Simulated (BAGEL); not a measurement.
# C3H3FO (SMILES C=CC(=O)F): HF/def2-SVP (density fitting with qzvpp-jkfit)

What is the electronic atomisation energy of C3H3FO at HF/def2-SVP (density fitting with qzvpp-jkfit)? 

Program for the calculation: BAGEL 1.2.2.

12 further runs of the same task are left out: 12 set aside as unsound or not needed.

## 1. The system as given

The species is C3H3FO (8 atoms), meant as a singlet with charge 0. As SMILES, `C=CC(=O)F`. The shape is that of a GFN2-xTB optimisation. This is one conformer, not always the lowest.

Bond lengths: C1–C2 1.328 Å, C2–C3 1.462 Å, C3–O4 1.183 Å, C3–F5 1.368 Å, C1–H6 1.077 Å, C1–H7 1.078 Å, C2–H8 1.080 Å. Angles: C1–C2–C3 123.4°, C2–C3–O4 128.9°, C2–C3–F5 112.2°, O4–C3–F5 118.9°, C1–C2–H8 122.6°, C3–C2–H8 114.0°, C2–C1–H6 121.6°, C2–C1–H7 121.6°, H6–C1–H7 116.9°.

## 2. A single-point energy at HF/def2-SVP (density fitting with qzvpp-jkfit)

calc.json reads:

```json
{ "bagel": [

{
  "title": "molecule",
  "basis": "svp",
  "df_basis": "qzvpp-jkfit",
  "angstrom": true,
  "geometry": [
    { "atom": "C", "xyz": [      -0.777660,       0.835380,       0.434810 ] },
    { "atom": "C", "xyz": [      -0.286490,      -0.385060,       0.253240 ] },
    { "atom": "C", "xyz": [       0.904670,      -0.663360,      -0.547350 ] },
    { "atom": "O", "xyz": [       1.416800,      -1.704690,      -0.779260 ] },
    { "atom": "F", "xyz": [       1.453160,       0.474260,      -1.072030 ] },
    { "atom": "H", "xyz": [      -1.658160,       1.006080,       1.030340 ] },
    { "atom": "H", "xyz": [      -0.313040,       1.702010,      -0.007310 ] },
    { "atom": "H", "xyz": [      -0.739260,      -1.264630,       0.687570 ] }
  ]
},

{ "title": "hf" },

{ "title": "print", "file": "orbitals.molden", "orbitals": true }

]}
```

Launch:

```
$ BAGEL_NUM_THREADS=1 BAGEL calc.json > calc.out
```

What it wrote:

```text
* using 1 threads per process

  ===============================================================
  ===============================================================

  *** Geometry ***

  { "atom" : "C", "xyz" : [     -1.469564,      1.578639,      0.821672 ] },
  { "atom" : "C", "xyz" : [     -0.541388,     -0.727658,      0.478554 ] },
  { "atom" : "C", "xyz" : [      1.709579,     -1.253569,     -1.034342 ] },
  { "atom" : "O", "xyz" : [      2.677364,     -3.221397,     -1.472588 ] },
  { "atom" : "F", "xyz" : [      2.746074,      0.896222,     -2.025843 ] },
  { "atom" : "H", "xyz" : [     -3.133468,      1.901216,      1.947060 ] },
  { "atom" : "H", "xyz" : [     -0.591560,      3.216333,     -0.013814 ] },
  { "atom" : "H", "xyz" : [     -1.396999,     -2.389804,      1.299319 ] },

  Number of auxiliary basis functions:      433

  Since a DF basis is specified, we compute 2- and 3-index integrals:
    o Being stored without compression. Storage requirement is 0.025 GB

  Number of basis functions:       85
  Number of electrons      :       38

    * METHOD: MOLECULE                             0.26

  *** RHF ***

  === Nuclear Repulsion ===
   161.1561537749

      * DIIS with orbital gradients will be used.

  === RHF iteration (svp) ===
      0       -289.19064457          0.01981371           0.06
      1       -289.32953907          0.01378321           0.06
      2       -289.41222679          0.00198189           0.06
      3       -289.41467413          0.00083173           0.07
      4       -289.41513141          0.00021981           0.06
      5       -289.41519370          0.00012067           0.06
      6       -289.41521415          0.00005317           0.06
      7       -289.41521937          0.00001440           0.06
      8       -289.41521953          0.00000593           0.06
      9       -289.41521955          0.00000278           0.06
     10       -289.41521956          0.00000132           0.06
     11       -289.41521956          0.00000039           0.06
     12       -289.41521956          0.00000020           0.06
     13       -289.41521956          0.00000009           0.06
     14       -289.41521956          0.00000003           0.06
     15       -289.41521956          0.00000001           0.06
     16       -289.41521956          0.00000001           0.06
    * SCF iteration converged.

    * Permanent dipole moment:
           (    1.173402,    -0.743857,    -0.728258) a.u.

    * METHOD: HF                                   1.17

    * METHOD: PRINT                                0.01

  ===============================================================
```

Wall time 1.8 s (1 thread of Intel Xeon Platinum 8259CL at 2.50GHz (Skylake/Cascade Lake), shared host); peak memory 0.1 GiB.

## 3. The C atom, same level

input.json reads:

```json
{ "bagel" : [

{
  "title" : "molecule",
  "basis" : "svp",
  "df_basis" : "qzvpp-jkfit",
  "angstrom" : "true",
  "geometry" : [
    { "atom" : "C", "xyz" : [    0.000000,    0.000000,    0.000000 ] }
  ]
},
{ "title" : "uhf", "nopen" : 2 },
{ "title" : "print", "file" : "orbitals.molden", "orbitals" : "true" }

]}
```

Run the same way, it converges to -37.64522 Eh (log not shown).

## 4. The F atom, same level

hf.json reads:

```json
{ "bagel": [

{
  "title": "molecule",
  "basis": "svp",
  "df_basis": "qzvpp-jkfit",
  "angstrom": true,
  "geometry": [
    { "atom": "F", "xyz": [       0.000000,       0.000000,       0.000000 ] }
  ]
},

{ "title": "uhf", "nopen": 1 },

{ "title": "print", "file": "orbitals.molden", "orbitals": true }

]}
```

Run the same way, it converges to -99.28399 Eh (log not shown).

## 5. The H atom, same level

hf.json reads:

```json
{ "bagel" : [

{
  "title" : "molecule",
  "basis" : "svp",
  "df_basis" : "qzvpp-jkfit",
  "angstrom" : true,
  "geometry" : [
    { "atom" : "H", "xyz" : [    0.000000,    0.000000,    0.000000 ] }
  ]
},
{ "title" : "uhf", "nopen" : 1 },
{ "title" : "print", "file" : "orbitals.molden", "orbitals" : true }

]}
```

Launch:

```
$ BAGEL_NUM_THREADS=1 BAGEL hf.json > hf.out
```

What it wrote:

```text
* using 1 threads per process

  ===============================================================
  ===============================================================

  *** Geometry ***

  { "atom" : "H", "xyz" : [      0.000000,      0.000000,      0.000000 ] },

  Number of auxiliary basis functions:       18

  Since a DF basis is specified, we compute 2- and 3-index integrals:
    o Being stored without compression. Storage requirement is 0.000 GB

  Number of basis functions:        5
  Number of electrons      :        1

    * METHOD: MOLECULE                             0.03

  *** Open-shell HF ***

  === Nuclear Repulsion ===
     0.0000000000

      * DIIS with orbital gradients will be used.

  === UHF iteration (svp) ===
      0         -0.48880011          0.03455312           0.00
      1         -0.49787654          0.01272374           0.00
      2         -0.49909101          0.00465624           0.00
      3         -0.49927841          0.00000000           0.00
    * SCF iteration converged.

    * S^2 (UHF) is 0.7500

    * Permanent dipole moment:
           (    0.000000,     0.000000,     0.000000) a.u.

    * METHOD: UHF                                  0.02

    * METHOD: PRINT                                0.00

  ===============================================================
```

Run time: 0.34 s. Hardware: 1 thread of Intel Xeon Platinum 8259CL at 2.50GHz (Skylake/Cascade Lake), shared host.

## 6. The O atom, same level

job.json reads:

```json
{ "bagel" : [

{
  "title" : "molecule",
  "basis" : "svp",
  "df_basis" : "qzvpp-jkfit",
  "angstrom" : "true",
  "geometry" : [
    { "atom" : "O", "xyz" : [       0.000000,       0.000000,       0.000000 ] }
  ]
},

{
  "title" : "uhf",
  "nopen" : 2
},

{
  "title" : "print",
  "file" : "orbitals.molden",
  "orbitals" : "true"
}

]}
```

Run the same way, it converges to -74.72006 Eh (log not shown).

## 7. Outcome

At HF/def2-SVP (density fitting with qzvpp-jkfit):

| quantity | value |
| --- | --- |
| molecule: total energy | -289.41522 Eh |
| molecule: dipole moment | 3.99 D |
| molecule: HOMO energy | -11.51 eV |
| molecule: LUMO energy | 1.97 eV |
| molecule: HOMO–LUMO gap | 13.47 eV |
| C atom: total energy | -37.64522 Eh |
| C atom: dipole moment | 0.00 D |
| C atom: ⟨S²⟩ | 2.007 |
| F atom: total energy | -99.28399 Eh |
| F atom: dipole moment | 0.00 D |
| F atom: ⟨S²⟩ | 0.752 |
| H atom: total energy | -0.49928 Eh |
| H atom: dipole moment | 0.00 D |
| H atom: ⟨S²⟩ | 0.750 |
| O atom: total energy | -74.72006 Eh |
| O atom: dipole moment | 0.00 D |
| O atom: ⟨S²⟩ | 2.005 |
| electronic atomisation energy | 26.604 eV |

Taking the molecule apart into free atoms costs 26.60 eV (2567 kJ/mol), before zero-point energy and without spin-orbit coupling. Hartree–Fock lacks the correlation of the bonding pairs, which as a rule makes this value much too low; in minimal bases other errors can mask that.
